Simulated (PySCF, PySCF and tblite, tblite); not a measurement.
**C₆H₁₂O: conformers and averaged spectra, part 1 of 2**

Which conformers does C₆H₁₂O (`COC1CCCC1`) populate, and what do their averaged NMR parameters look like?

Computed with tblite 0.8.0 (tight binding) and PySCF 2.14.0 (DFT, with response routines of our own); each step states its level. Atoms count from 0 throughout.

## 1. The starting structure

19 atoms, charge 0, multiplicity 1; geometry from: MMFF94s geometry.

Bonds of the start (Å): C0–H7 1.09, C0–H8 1.09, C0–H9 1.09, C0–O1 1.43, C2–C3 1.52, C2–C6 1.53, C2–H10 1.10, C3–C4 1.51, C3–H11 1.11, C3–H12 1.09, C4–C5 1.53, C4–H13 1.08, C4–H14 1.10, C5–C6 1.53, C5–H15 1.11, C5–H16 1.09, C6–H17 1.09, C6–H18 1.11, O1–C2 1.40.

## 2. GFN2-xTB relaxation, conformer 1

What the job is given:

```
{"job": {"xc": "GFN2-xTB", "basis": "xTB", "kind": "relax"}, "charge": 0, "multiplicity": 1}
C      2.743100    -0.211500    -0.061800
O      1.541400    -0.917700     0.243300
C      0.391200    -0.333700    -0.300500
C     -0.820100    -1.228900    -0.076300
C     -2.011600    -0.317600    -0.274500
C     -1.543900     1.070900     0.150700
C     -0.037400     0.957000     0.401300
H      3.589500    -0.753700     0.359100
H      2.724100     0.786200     0.387200
H      2.861000    -0.136800    -1.140400
H      0.510400    -0.164700    -1.382700
H     -0.815900    -1.635600     0.957200
H     -0.832600    -2.094900    -0.734800
H     -2.885100    -0.648200     0.276700
H     -2.287200    -0.286900    -1.341500
H     -2.060400     1.406400     1.070400
H     -1.746700     1.808400    -0.630000
H      0.505200     1.822100     0.033000
H      0.165200     0.888300     1.486800
```

Command:

```sh
$ OMP_NUM_THREADS=1 python ens_run.py task.json out
```

One launch serves the whole session.

Output:

```text
step      E/eV     max force
  0    -626.79099    1.084
  1    -626.83313    0.271
  2    -626.84001    0.220
  3    -626.84647    0.181
  4    -626.84924    0.127
  5    -626.85064    0.073
  6    -626.85137    0.088
  7    -626.85207    0.099
  8    -626.85261    0.072
  9    -626.85294    0.033
 10    -626.85294    0.033
 11    -626.85306    0.029
 12    -626.85338    0.030
 13    -626.85350    0.032
 14    -626.85377    0.028
 15    -626.85394    0.029
 16    -626.85416    0.036
 17    -626.85437    0.037
 18    -626.85459    0.034
 19    -626.85478    0.028
 20    -626.85495    0.033
 21    -626.85509    0.027
 22    -626.85519    0.029
 23    -626.85527    0.026
 24    -626.85535    0.021
 25    -626.85545    0.025
 26    -626.85554    0.025
 27    -626.85563    0.019
 28    -626.85569    0.015
 29    -626.85575    0.019
 30    -626.85579    0.020
 31    -626.85583    0.017
 32    -626.85587    0.014
 33    -626.85589    0.012
 34    -626.85592    0.010
 35    -626.85593    0.013
 36    -626.85595    0.014
 37    -626.85599    0.016
 38    -626.85603    0.018
 39    -626.85608    0.019
 40    -626.85612    0.012
 41    -626.85614    0.009
 42    -626.85615    0.009
 43    -626.85616    0.007
 44    -626.85617    0.006
 45    -626.85618    0.010
 46    -626.85619    0.011
 47    -626.85620    0.008
 48    -626.85621    0.005
 49    -626.85622    0.007
 50    -626.85622    0.007
 51    -626.85623    0.007
 52    -626.85624    0.009
 53    -626.85625    0.010
 54    -626.85627    0.016
 55    -626.85631    0.022
 56    -626.85636    0.025
 57    -626.85644    0.020
 58    -626.85654    0.021
 59    -626.85665    0.027
 60    -626.85680    0.039
 61    -626.85702    0.049
 62    -626.85730    0.047
 63    -626.85766    0.060
 64    -626.85811    0.062
 65    -626.85857    0.070
 66    -626.85792    0.135
 67    -626.85922    0.051
 68    -626.85941    0.028
 69    -626.85959    0.023
 70    -626.85977    0.024
 71    -626.85987    0.020
 72    -626.85997    0.022
 73    -626.86004    0.026
 74    -626.86012    0.027
 75    -626.86021    0.022
 76    -626.86029    0.021
 77    -626.86036    0.023
 78    -626.86043    0.025
 79    -626.86050    0.027
 80    -626.86062    0.027
 81    -626.86077    0.028
 82    -626.86096    0.033
 83    -626.86121    0.035
 84    -626.86151    0.047
 85    -626.86186    0.063
 86    -626.86232    0.074
 87    -626.86313    0.073
 88    -626.86448    0.079
 89    -626.86557    0.092
 90    -626.86679    0.075
 91    -626.86635    0.155
 92    -626.86831    0.049
 93    -626.86887    0.055
 94    -626.86971    0.059
 95    -626.87039    0.064
 96    -626.87078    0.052
 97    -626.87127    0.051
 98    -626.87177    0.049
 99    -626.87232    0.051
100    -626.87279    0.051
101    -626.87311    0.048
102    -626.87339    0.031
103    -626.87356    0.029
104    -626.87380    0.032
105    -626.87400    0.037
106    -626.87416    0.033
107    -626.87426    0.028
108    -626.87436    0.024
109    -626.87451    0.024
110    -626.87461    0.021
111    -626.87469    0.017
112    -626.87478    0.018
113    -626.87485    0.021
114    -626.87492    0.022
115    -626.87500    0.018
116    -626.87510    0.019
117    -626.87523    0.023
118    -626.87538    0.025
119    -626.87553    0.033
120    -626.87569    0.038
121    -626.87587    0.038
122    -626.87615    0.032
123    -626.87653    0.042
124    -626.87690    0.043
125    -626.87735    0.046
126    -626.87779    0.054
127    -626.87797    0.079
128    -626.87852    0.065
129    -626.87885    0.033
130    -626.87926    0.029
131    -626.87952    0.040
132    -626.87986    0.046
133    -626.88027    0.043
134    -626.88076    0.048
135    -626.88107    0.051
136    -626.88141    0.057
137    -626.88168    0.040
138    -626.88206    0.038
139    -626.88233    0.053
140    -626.88274    0.053
141    -626.88303    0.032
142    -626.88323    0.023
143    -626.88334    0.029
144    -626.88343    0.024
145    -626.88351    0.019
146    -626.88356    0.010
147    -626.88358    0.011
148    -626.88361    0.011
149    -626.88363    0.009
150    -626.88364    0.008
151    -626.88366    0.008
152    -626.88367    0.008
153    -626.88367    0.007
154    -626.88368    0.007
155    -626.88369    0.007
156    -626.88370    0.006
157    -626.88371    0.005
158    -626.88371    0.005
159    -626.88372    0.003
```

Wall time 0.88 s (1 thread of Arm Neoverse V1, shared host).

Relaxing gained 0.093 eV and moved the atoms by 0.63 Å on average (rms).

GFN2-xTB relaxation, conformer 2:

What the job is given:

```
{"job": {"xc": "GFN2-xTB", "basis": "xTB", "kind": "relax"}, "charge": 0, "multiplicity": 1}
C      2.259400    -0.094200     0.917900
O      1.880500    -0.436100    -0.416700
C      0.510500    -0.389800    -0.716500
C     -0.439400    -1.128500     0.216200
C     -1.784600    -0.484400    -0.041500
C     -1.436700     0.994600    -0.151800
C     -0.060000     1.041900    -0.827900
H      3.339200     0.070600     0.945100
H      2.026500    -0.915700     1.604600
H      1.758900     0.826400     1.258100
H      0.406300    -0.846000    -1.715200
H     -0.172400    -1.007700     1.278800
H     -0.451700    -2.210200     0.032800
H     -2.509200    -0.684000     0.737700
H     -2.199300    -0.832100    -0.997400
H     -1.360600     1.428800     0.868200
H     -2.183700     1.567300    -0.699400
H     -0.174700     1.303200    -1.881100
H      0.581400     1.804900    -0.369500
```

Output:

```text
step      E/eV     max force
  0    -626.75481    1.069
  1    -626.78964    0.363
  2    -626.79763    0.334
  3    -626.80682    0.248
  4    -626.81215    0.204
  5    -626.81644    0.126
  6    -626.81827    0.132
  7    -626.81939    0.106
  8    -626.82011    0.056
  9    -626.82057    0.046
 10    -626.82087    0.040
 11    -626.82087    0.040
 12    -626.82100    0.036
 13    -626.82135    0.032
 14    -626.82144    0.035
 15    -626.82165    0.029
 16    -626.82177    0.023
 17    -626.82187    0.021
 18    -626.82193    0.022
 19    -626.82199    0.021
 20    -626.82205    0.019
 21    -626.82213    0.024
 22    -626.82220    0.017
 23    -626.82225    0.018
 24    -626.82230    0.020
 25    -626.82236    0.021
 26    -626.82242    0.024
 27    -626.82250    0.024
 28    -626.82261    0.035
 29    -626.82275    0.035
 30    -626.82287    0.027
 31    -626.82295    0.015
 32    -626.82299    0.014
 33    -626.82302    0.017
 34    -626.82305    0.014
 35    -626.82308    0.013
 36    -626.82310    0.012
 37    -626.82313    0.017
 38    -626.82316    0.016
 39    -626.82318    0.011
 40    -626.82320    0.009
 41    -626.82321    0.009
 42    -626.82323    0.011
 43    -626.82326    0.014
 44    -626.82328    0.014
 45    -626.82332    0.017
 46    -626.82337    0.020
 47    -626.82343    0.023
 48    -626.82352    0.028
 49    -626.82368    0.034
 50    -626.82394    0.043
 51    -626.82437    0.061
 52    -626.82499    0.077
 53    -626.82577    0.068
 54    -626.82643    0.049
 55    -626.82688    0.046
 56    -626.82720    0.045
 57    -626.82720    0.083
 58    -626.82760    0.037
 59    -626.82774    0.029
 60    -626.82797    0.024
 61    -626.82807    0.024
 62    -626.82816    0.016
 63    -626.82819    0.016
 64    -626.82822    0.012
 65    -626.82826    0.014
 66    -626.82831    0.014
 67    -626.82836    0.017
 68    -626.82842    0.019
 69    -626.82849    0.019
 70    -626.82856    0.021
 71    -626.82865    0.029
 72    -626.82875    0.026
 73    -626.82886    0.024
 74    -626.82895    0.023
 75    -626.82903    0.018
 76    -626.82910    0.014
 77    -626.82914    0.012
 78    -626.82917    0.011
 79    -626.82920    0.012
 80    -626.82922    0.009
 81    -626.82925    0.010
 82    -626.82926    0.008
 83    -626.82927    0.007
 84    -626.82928    0.007
 85    -626.82930    0.007
 86    -626.82932    0.009
 87    -626.82933    0.009
 88    -626.82935    0.010
 89    -626.82936    0.010
 90    -626.82938    0.011
 91    -626.82940    0.014
 92    -626.82943    0.013
 93    -626.82948    0.015
 94    -626.82953    0.017
 95    -626.82960    0.023
 96    -626.82969    0.026
 97    -626.82977    0.018
 98    -626.82982    0.017
 99    -626.82985    0.014
100    -626.82987    0.011
101    -626.82989    0.012
102    -626.82992    0.011
103    -626.82994    0.012
104    -626.82996    0.014
105    -626.82999    0.012
106    -626.83002    0.012
107    -626.83005    0.013
108    -626.83007    0.012
109    -626.83009    0.010
110    -626.83012    0.015
111    -626.83016    0.017
112    -626.83019    0.016
113    -626.83021    0.011
114    -626.83023    0.019
115    -626.83024    0.009
116    -626.83026    0.008
117    -626.83027    0.010
118    -626.83029    0.014
119    -626.83031    0.015
120    -626.83034    0.021
121    -626.83040    0.022
122    -626.83004    0.127
123    -626.83055    0.029
124    -626.83069    0.022
125    -626.82350    0.445
126    -626.83084    0.015
127    -626.83093    0.012
128    -626.83110    0.092
129    -626.83123    0.036
130    -626.83132    0.044
131    -626.82981    0.263
132    -626.83164    0.041
133    -626.83185    0.043
134    -626.82718    0.388
135    -626.83222    0.031
136    -626.83247    0.029
137    -626.82918    0.342
138    -626.83287    0.020
139    -626.83316    0.022
140    -626.82847    0.364
141    -626.83347    0.018
142    -626.83370    0.020
143    -626.82833    0.366
144    -626.83395    0.017
145    -626.83414    0.018
146    -626.83241    0.230
147    -626.83442    0.019
148    -626.83458    0.024
149    -626.83464    0.085
150    -626.83482    0.033
151    -626.83488    0.032
152    -626.83502    0.026
153    -626.83505    0.008
154    -626.83507    0.014
155    -626.83508    0.012
156    -626.83513    0.005
157    -626.83515    0.006
158    -626.83515    0.005
159    -626.83516    0.004
160    -626.83516    0.004
```

It took 0.86 s on 1 thread of Arm Neoverse V1, shared host.

Relaxing gained 0.080 eV and moved the atoms by 0.49 Å on average (rms).

## 3. Shieldings, conformer 1: KT2/pcSseg-1 in chloroform

What the job is given:

```
{"job": {"xc": "KT2", "basis": "pcSseg-1", "solvent": "chloroform", "kind": "nmr", "pop": true}, "charge": 0, "multiplicity": 1}
C      2.671263    -0.297961     0.272640
O      1.372002    -0.777157     0.489812
C      0.405743    -0.291492    -0.423323
C     -0.836099    -1.194880    -0.318579
C     -2.032926    -0.249402    -0.256045
C     -1.482572     0.950662     0.507418
C     -0.088875     1.135528    -0.091106
H      3.305398    -0.780158     1.014369
H      2.737775     0.789883     0.394777
H      3.026318    -0.557129    -0.733728
H      0.835895    -0.319022    -1.436703
H     -0.745783    -1.756184     0.611572
H     -0.898806    -1.901715    -1.143597
H     -2.893554    -0.703320     0.232571
H     -2.326238     0.053649    -1.262930
H     -1.401638     0.704951     1.566843
H     -2.100820     1.841291     0.401792
H     -0.146210     1.729729    -1.003988
H      0.589321     1.631977     0.601371
```

Output:

```text
coarse grid: 15048 points
cycle   1  E = -316.0922075691  dE =  6.329e-01  |g| = 7.504e-01  |ddm| = 3.748e+00
cycle   2  E = -315.8367935946  dE =  2.554e-01  |g| = 1.327e+00  |ddm| = 2.278e+00
cycle   3  E = -316.2146286365  dE = -3.778e-01  |g| = 1.550e-01  |ddm| = 1.731e+00
cycle   4  E = -316.2187918148  dE = -4.163e-03  |g| = 6.703e-02  |ddm| = 1.748e-01
cycle   5  E = -316.2197667641  dE = -9.749e-04  |g| = 1.263e-02  |ddm| = 6.339e-02
cycle   6  E = -316.2197973367  dE = -3.057e-05  |g| = 5.129e-03  |ddm| = 1.532e-02
cycle   7  E = -316.2198034037  dE = -6.067e-06  |g| = 8.545e-04  |ddm| = 4.365e-03
final grid: 142920 points
cycle   8  E = -316.2608580935  dE = -2.747e-04  |g| = 1.630e-02  |ddm| = 6.170e-02
cycle   9  E = -316.2607712455  dE =  8.685e-05  |g| = 2.470e-02  |ddm| = 3.807e-02
cycle  10  E = -316.2609192999  dE = -1.481e-04  |g| = 2.357e-03  |ddm| = 2.560e-02
cycle  11  E = -316.2609202590  dE = -9.590e-07  |g| = 8.698e-04  |ddm| = 2.267e-03
cycle  12  E = -316.2609204114  dE = -1.525e-07  |g| = 2.098e-04  |ddm| = 7.689e-04
cycle  13  E = -316.2609204190  dE = -7.577e-09  |g| = 7.808e-05  |ddm| = 2.477e-04
cycle  14  E = -316.2609204205  dE = -1.490e-09  |g| = 5.975e-06  |ddm| = 6.886e-05
cycle  15  E = -316.2609204205  dE = -4.093e-12  |g| = 2.750e-06  |ddm| = 8.267e-06
converged SCF energy = -316.2609204205

GIAO shielding tensors (ppm)
atom      isotropic    diamagn.    paramagn.     s11        s22        s33       span
  0 C      124.891     245.115    -120.224     90.542    100.887    183.243     92.701
  1 O      272.756     398.820    -126.064    232.667    265.660    319.941     87.274
  2 C       97.361     248.505    -151.144     66.460     85.054    140.568     74.108
  3 C      146.753     249.063    -102.310    117.415    153.986    168.857     51.442
  4 C      155.295     250.692     -95.397    130.660    163.390    171.834     41.174
  5 C      156.177     249.215     -93.038    134.296    162.713    171.521     37.225
  6 C      152.024     250.105     -98.081    138.711    149.374    167.986     29.276
  7 H       27.752      28.288      -0.536     23.819     25.075     34.362     10.543
  8 H       28.023      29.981      -1.958     23.865     26.262     33.941     10.076
  9 H       28.315      28.880      -0.565     24.325     26.027     34.593     10.268
 10 H       27.632      33.294      -5.662     25.502     26.863     30.532      5.030
 11 H       30.243      31.684      -1.441     25.633     29.806     35.290      9.656
 12 H       29.202      30.369      -1.166     24.864     27.681     35.061     10.197
 13 H       29.709      29.257       0.452     25.170     26.969     36.989     11.818
 14 H       30.388      30.783      -0.395     25.829     28.021     37.313     11.484
 15 H       30.109      31.325      -1.216     25.909     27.963     36.454     10.545
 16 H       29.805      29.554       0.251     25.013     27.277     37.125     12.112
 17 H       30.176      31.945      -1.769     25.183     28.477     36.868     11.685
 18 H       29.625      32.097      -2.472     24.794     29.106     34.975     10.181
```

Wall time 23 s (1 thread of Arm Neoverse V1, shared host); peak memory 0.83 GiB.

In short: HOMO -5.76 eV, LUMO 0.60 eV; dipole 1.33 D.

## 4. Single-point energy, conformer 1: PBE0/def2-SVP in chloroform

Changed since step 3:

```diff
@@ -1,2 +1,2 @@
-{"job": {"xc": "KT2", "basis": "pcSseg-1", "solvent": "chloroform", "kind": "nmr", "pop": true}, "charge": 0, "multiplicity": 1}
+{"job": {"xc": "PBE0", "basis": "def2-SVP", "solvent": "chloroform", "kind": "sp"}, "charge": 0, "multiplicity": 1}
 C      2.671263    -0.297961     0.272640
```

Output:

```text
coarse grid: 15048 points
cycle   1  E = -310.3623154444  dE =  7.477e-01  |g| = 5.587e-01  |ddm| = 4.267e+00
cycle   2  E = -310.3215044053  dE =  4.081e-02  |g| = 7.374e-01  |ddm| = 1.480e+00
cycle   3  E = -310.4301048880  dE = -1.086e-01  |g| = 6.742e-02  |ddm| = 8.885e-01
cycle   4  E = -310.4307892320  dE = -6.843e-04  |g| = 3.288e-02  |ddm| = 8.164e-02
cycle   5  E = -310.4310371701  dE = -2.479e-04  |g| = 4.842e-03  |ddm| = 3.514e-02
cycle   6  E = -310.4310420660  dE = -4.896e-06  |g| = 1.371e-03  |ddm| = 7.007e-03
final grid: 142920 points
cycle   7  E = -310.4841304445  dE = -4.041e-05  |g| = 1.110e-02  |ddm| = 3.922e-02
cycle   8  E = -310.4841087212  dE =  2.172e-05  |g| = 1.528e-02  |ddm| = 2.326e-02
cycle   9  E = -310.4841580020  dE = -4.928e-05  |g| = 1.112e-03  |ddm| = 1.388e-02
cycle  10  E = -310.4841582711  dE = -2.691e-07  |g| = 2.013e-04  |ddm| = 1.444e-03
cycle  11  E = -310.4841582790  dE = -7.886e-09  |g| = 5.464e-05  |ddm| = 2.637e-04
cycle  12  E = -310.4841582796  dE = -6.160e-10  |g| = 1.877e-05  |ddm| = 7.088e-05
converged SCF energy = -310.4841582796
```

It took 9.6 s on 1 thread of Arm Neoverse V1, shared host; peak memory 0.75 GiB.

Key values: HOMO -7.07 eV, LUMO 1.83 eV; dipole 1.40 D.

## 5. Shieldings, conformer 2: KT2/pcSseg-1 in chloroform

What the job is given:

```
{"job": {"xc": "KT2", "basis": "pcSseg-1", "solvent": "chloroform", "kind": "nmr", "pop": false}, "charge": 0, "multiplicity": 1}
C      1.995126     0.171053     1.037375
O      1.862650    -0.453374    -0.215396
C      0.578383    -0.464079    -0.811433
C     -0.462790    -1.321141    -0.052185
C     -1.716791    -0.453519     0.078421
C     -1.183642     0.977240     0.074470
C     -0.075671     0.924745    -0.974412
H      3.027292     0.002116     1.340771
H      1.330449    -0.259318     1.793954
H      1.815482     1.250337     0.982371
H      0.788831    -0.898674    -1.793434
H     -0.070274    -1.579180     0.931109
H     -0.663844    -2.253073    -0.577279
H     -2.287947    -0.685468     0.976475
H     -2.364181    -0.603971    -0.786923
H     -0.773839     1.227168     1.054233
H     -1.952437     1.708615    -0.171955
H     -0.512020     0.994979    -1.971161
H      0.655420     1.724794    -0.872325
```

Output:

```text
coarse grid: 15048 points
cycle   1  E = -316.0909636490  dE =  6.279e-01  |g| = 7.474e-01  |ddm| = 3.744e+00
cycle   2  E = -315.8668486242  dE =  2.241e-01  |g| = 1.276e+00  |ddm| = 2.253e+00
cycle   3  E = -316.2123731759  dE = -3.455e-01  |g| = 1.467e-01  |ddm| = 1.694e+00
cycle   4  E = -316.2160176060  dE = -3.644e-03  |g| = 6.489e-02  |ddm| = 1.674e-01
cycle   5  E = -316.2169212472  dE = -9.036e-04  |g| = 1.308e-02  |ddm| = 6.435e-02
cycle   6  E = -316.2169559466  dE = -3.470e-05  |g| = 4.126e-03  |ddm| = 1.593e-02
cycle   7  E = -316.2169596962  dE = -3.750e-06  |g| = 1.003e-03  |ddm| = 3.829e-03
final grid: 142920 points
cycle   8  E = -316.2580262267  dE = -2.823e-04  |g| = 1.557e-02  |ddm| = 6.298e-02
cycle   9  E = -316.2579474723  dE =  7.875e-05  |g| = 2.349e-02  |ddm| = 3.656e-02
cycle  10  E = -316.2580821396  dE = -1.347e-04  |g| = 1.688e-03  |ddm| = 2.432e-02
cycle  11  E = -316.2580826151  dE = -4.755e-07  |g| = 7.644e-04  |ddm| = 1.717e-03
cycle  12  E = -316.2580827311  dE = -1.160e-07  |g| = 1.901e-04  |ddm| = 6.496e-04
cycle  13  E = -316.2580827370  dE = -5.941e-09  |g| = 7.019e-05  |ddm| = 2.404e-04
cycle  14  E = -316.2580827382  dE = -1.173e-09  |g| = 5.935e-06  |ddm| = 6.493e-05
cycle  15  E = -316.2580827382  dE = -6.821e-12  |g| = 2.122e-06  |ddm| = 9.511e-06
converged SCF energy = -316.2580827382

GIAO shielding tensors (ppm)
atom      isotropic    diamagn.    paramagn.     s11        s22        s33       span
  0 C      136.254     247.495    -111.241    111.079    116.033    181.650     70.570
  1 O      286.642     395.040    -108.398    214.743    287.727    357.458    142.715
  2 C      100.945     247.470    -146.525     65.700     99.595    137.539     71.838
  3 C      156.551     250.860     -94.309    123.671    168.009    177.972     54.301
  4 C      154.484     249.840     -95.356    127.190    164.088    172.174     44.984
  5 C      154.459     249.392     -94.932    134.609    160.945    167.824     33.215
  6 C      152.478     251.018     -98.540    126.316    162.434    168.683     42.366
  7 H       28.147      28.364      -0.217     23.764     26.045     34.631     10.867
  8 H       28.274      31.188      -2.914     24.588     27.057     33.177      8.589
  9 H       28.294      30.814      -2.520     24.291     26.883     33.708      9.417
 10 H       26.655      31.398      -4.743     23.261     26.095     30.609      7.348
 11 H       29.635      31.953      -2.318     25.410     28.888     34.608      9.199
 12 H       29.677      30.498      -0.821     24.953     27.712     36.366     11.413
 13 H       29.527      29.858      -0.331     25.058     27.059     36.465     11.408
 14 H       30.302      30.528      -0.225     25.254     28.132     37.521     12.267
 15 H       30.225      32.062      -1.837     26.718     28.531     35.425      8.707
 16 H       29.833      29.914      -0.081     25.251     26.968     37.282     12.031
 17 H       30.071      31.294      -1.223     25.002     28.126     37.086     12.085
 18 H       29.386      31.665      -2.279     25.759     27.736     34.663      8.904
```

It took 22 s on 1 thread of Arm Neoverse V1, shared host; peak memory 0.89 GiB.

In short: HOMO -5.70 eV, LUMO 0.50 eV; dipole 1.52 D.

(Continued in part 2 of 2.)
